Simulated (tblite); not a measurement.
# C2H10FGeNSi: the cost of one run

Computed with tblite 0.8.0 and PySCF 2.14.0; each step states its level. No surroundings beyond the atoms listed, unless a continuum is named. Atoms count from 0, parts from 1.

## 1. The system as given

16 atoms, charge 0, multiplicity 1; geometry: distance geometry start.

## 2. Geometry optimisation with GFN2-xTB

The job: settings as JSON, then the geometry in Å.

```
{"job": {"kind": "relax", "xc": "GFN2-xTB", "basis": "xTB"}, "charge": 0, "multiplicity": 1}
Ge     0.332054    -0.849033    -0.955213
C      0.003798    -2.625212    -0.233720
C     -1.353420    -0.024252    -1.356682
N      1.297133     0.150716     0.334783
Si     1.197582     1.964282     0.128933
F      1.269939    -1.021578    -2.443244
H      0.878798    -3.158348    -0.192686
H     -0.664359    -3.120152    -0.836980
H     -0.391765    -2.530236     0.704315
H     -1.596323     0.622342    -0.597271
H     -2.117108    -0.746585    -1.463895
H     -1.285270     0.501813    -2.250479
H      1.267747    -0.172116     1.269611
H      2.125777     2.614326     0.959919
H     -0.129625     2.426225     0.465750
H      1.449052     2.321608    -1.230564
```

Level: GFN2-xTB geometry optimisation, gas phase.

Command:

```
$ OMP_NUM_THREADS=1 python cluster_run.py task.json out
```

One launch serves the whole session: the jobs run in the order shown.

Q: Estimate the wall time of this first job on 1 thread of Arm Neoverse N1, shared host.

About 6.9 s.
